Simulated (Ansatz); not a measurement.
# CH₄GeO (SMILES [CH2]1[O][GeH2]1): functionals against CCSD(T) at one geometry

The task here is to estimate one member of a computed series from the others.

Computed with Ansatz 0.2.0, Gaussian basis. Level: single points in def2-TZVPP.

Correlated methods freeze the cores. Filled d shells of the heavier atoms are correlated.

### Where the work starts

SMILES `[CH2]1[O][GeH2]1`, 7 atoms, charge 0, spin multiplicity 1.

Atoms are counted from 1 here; the program's logs count them from 0.

Bond lengths: C1–O2 1.330 Å, C1–Ge3 1.930 Å, C1–H4 1.116 Å, C1–H5 1.166 Å, O2–Ge3 1.939 Å, Ge3–H6 1.538 Å, Ge3–H7 1.503 Å. Angles: O2–C1–Ge3 70.2°, O2–C1–H4 125.5°, O2–C1–H5 124.7°, Ge3–C1–H4 117.1°, Ge3–C1–H5 111.9°, H4–C1–H5 103.2°, C1–O2–Ge3 69.5°, C1–Ge3–O2 40.2°, C1–Ge3–H6 110.8°, C1–Ge3–H7 119.6°, O2–Ge3–H6 90.0°, O2–Ge3–H7 94.7°, H6–Ge3–H7 104.5°.

Geometry (Å):

```xyz
7
charge 0, multiplicity 1
C    -0.6114   -0.4241   -0.5695
O    -0.6352   -0.4793    0.7595
Ge    0.8525    0.6061    0.1527
H    -1.3484    0.1182   -1.2090
H    -0.2373   -1.2834   -1.2638
H     0.3307    1.7869    0.9880
H     1.8635   -0.0633    1.0401
```

Set-up of the first run:

File run/in.yaml:

```yaml
crystal:
  periodic: [false, false, false]
  atoms:
    - {symbol: C, position_ang: [-0.611400, -0.424100, -0.569500]}
    - {symbol: O, position_ang: [-0.635200, -0.479300, 0.759500]}
    - {symbol: Ge, position_ang: [0.852500, 0.606100, 0.152700]}
    - {symbol: H, position_ang: [-1.348400, 0.118200, -1.209000]}
    - {symbol: H, position_ang: [-0.237300, -1.283400, -1.263800]}
    - {symbol: H, position_ang: [0.330700, 1.786900, 0.988000]}
    - {symbol: H, position_ang: [1.863500, -0.063300, 1.040100]}
basis:
  gaussian: {orbitals: def2-TZVPP}
correlation: {method: ccsd_t}
output: {forces: true}
```

The command line of these runs was not kept.

Among the steps run: CCSD(T)/def2-TZVPP; PBE0-D4/def2-TZVPP; wB97M-V/def2-TZVPP; r2SCAN-D4/def2-TZVPP; PBE-D4/def2-TZVPP; LC-wPBE/def2-TZVPP; B97M-V/def2-TZVPP.

One of the session's tables, all rows but one given; the rest of the session is left out.

| method | RMS force component (eV/Å) | angle to CCSD(T) forces (°) | dipole (D) |
| --- | --- | --- | --- |
| CCSD(T) | 1.048 | reference | 2.18 |
| PBE0-D4 | 0.906 | 11.9 | 2.21 |
| wB97M-V | 0.969 | 8.7 | 2.31 |
| r2SCAN-D4 | 0.915 | 7.1 | 2.04 |
| PBE-D4 | ? | ? | ? |
| LC-wPBE | 0.959 | 17.6 | 2.40 |
| B97M-V | 0.926 | 11.4 | 2.18 |

Estimate the missing values for PBE-D4.

**Answer.** RMS force component (eV/Å): 0.910; angle to CCSD(T) forces (°): 12.9; dipole (D): 2.00. In the column «RMS force component (eV/Å)» it lies between PBE0-D4 (0.906) and r2SCAN-D4 (0.915).
